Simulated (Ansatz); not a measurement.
**B2O2 (diboron dioxide) at PBE0/aug-cc-pVDZ**

What is the vertical singlet–triplet gap of B2O2 (diboron dioxide) at PBE0/aug-cc-pVDZ? 

Program for the calculation: Ansatz 0.2.0.

47 further runs of the same task are left out: 5 that didn't finish, 42 set aside as unsound or not needed.

### Step 1. Starting point

B2O2 has 4 atoms, charge 0, and is taken as a singlet. SMILES: `O=BB=O`. Geometry: relaxed at PBE0-D4/def2-TZVP.

Bond lengths: O1–B2 1.197 Å, B2–B3 1.640 Å, B3–O4 1.197 Å. Angles: O1–B2–B3 180.0°, B2–B3–O4 180.0°.

### Step 2. The energy at PBE0/aug-cc-pVDZ

The input, run.yaml:

```yaml
crystal:
  periodic: [false, false, false]
  atoms:
    - {symbol: O, position_ang: [-0.743090, 0.459760, 1.817650]}
    - {symbol: B, position_ang: [-0.302300, 0.187070, 0.739120]}
    - {symbol: B, position_ang: [0.302150, -0.186920, -0.739220]}
    - {symbol: O, position_ang: [0.743230, -0.459920, -1.817550]}
basis:
  gaussian:
    orbitals: aug-cc-pVDZ
hamiltonian:
  xc: {name: PBE0}
accuracy: high
output:
  orbitals: {seedname: orbitals}
```

The run is started by

```bash
$ ansatz run run.yaml --threads 1 --pin off --max-ram 3480MiB --events-out events.jsonl --progress --plain --runs-dir runs
```

Log:

```text
Warning: RAYON_NUM_THREADS=1 ignored (pool sized by the plan → 1); use --threads N
Functional definition: PBE0
  name "PBE0"
  parameter a = 0.25
  parameter kappa = 0.804
  parameter beta = 0.06672455060314922
  exchange = (1 - a)*pbe_x(kappa = kappa, mu = beta*pi^2/3) + a*exact_x
  correlation = pbe_c(beta = beta)
1577 factors; integrals over basis functions are off by at most 2.7e-9 eV
mean field evaluation 1: about -5433.5620 eV, gradient 7.2e1 eV
mean field evaluation 2: about -5382.1413 eV, gradient 1.7e2 eV
mean field evaluation 4: about -5442.9489 eV, gradient 3.3e0 eV
mean field evaluation 8: about -5442.9725 eV, gradient 1.5e-1 eV
mean field evaluation 16: about -5442.9726 eV, gradient 4.4e-7 eV
mean field -5442.97255219 eV, -200.0255519136 hartree, gradient 4.7e-8 eV, S^2 0.000000; 0 other end points of the search recorded, 0 dependent functions left out
reference -5442.97255806 eV, -200.0255521294 hartree; 13, 13 occupied and 79, 79 virtual orbitals, 1577 factors
Total energy: -5442.97255806 eV, -200.0255521294 hartree
```

It took 2.5 s on 1 thread of Intel Xeon 6975P-C (Granite Rapids), shared host; peak memory 0.23 GiB.

### Step 3. The triplet

The input, molecule.yaml:

```yaml
crystal:
  periodic: [false, false, false]
  atoms:
    - {symbol: O, position_ang: [-0.743090, 0.459760, 1.817650]}
    - {symbol: B, position_ang: [-0.302300, 0.187070, 0.739120]}
    - {symbol: B, position_ang: [0.302150, -0.186920, -0.739220]}
    - {symbol: O, position_ang: [0.743230, -0.459920, -1.817550]}
basis:
  gaussian: {orbitals: aug-cc-pVDZ}
magnetization: {spin_polarized: true, initial_magnetization: 2}
hamiltonian: {xc: pbe0}
accuracy: high
output: {orbitals: {seedname: orbitals}}
```

The run is started by

```bash
$ ansatz run molecule.yaml --threads 1 --pin off --max-ram 3480MiB --events-out events.jsonl --progress --plain --runs-dir runs
```

Log, shortened:

```text
Warning: RAYON_NUM_THREADS=1 ignored (pool sized by the plan → 1); use --threads N
[... 2 set-up lines as earlier in the session ...]
[...]
1577 factors; integrals over basis functions are off by at most 2.7e-9 eV
[...]
mean field -5437.00995144 eV, -199.8064303779 hartree, gradient 3.7e-9 eV, S^2 2.006217; 6 other end points of the search recorded, 0 dependent functions left out
reference -5437.00995709 eV, -199.8064305855 hartree; 14, 12 occupied and 78, 80 virtual orbitals, 1577 factors
Total energy: -5437.00995709 eV, -199.8064305855 hartree
```

It took 2.1 min on 1 thread of Intel Xeon 6975P-C (Granite Rapids), shared host; peak memory 0.38 GiB.

### Step 4. Results

Level: PBE0/aug-cc-pVDZ.

| quantity | value |
| --- | --- |
| singlet: total energy | -200.02555 Eh |
| singlet: HOMO energy | -11.02 eV |
| singlet: LUMO energy | -2.46 eV |
| singlet: HOMO–LUMO gap | 8.55 eV |
| triplet: total energy | -199.80643 Eh |
| triplet: HOMO energy (highest over α and β) | -5.01 eV |
| triplet: ⟨S²⟩ | 2.006 |
| vertical energy of the triplet above the singlet | 5.963 eV |

At this shape the triplet lies 5.96 eV (575 kJ/mol) above the singlet.
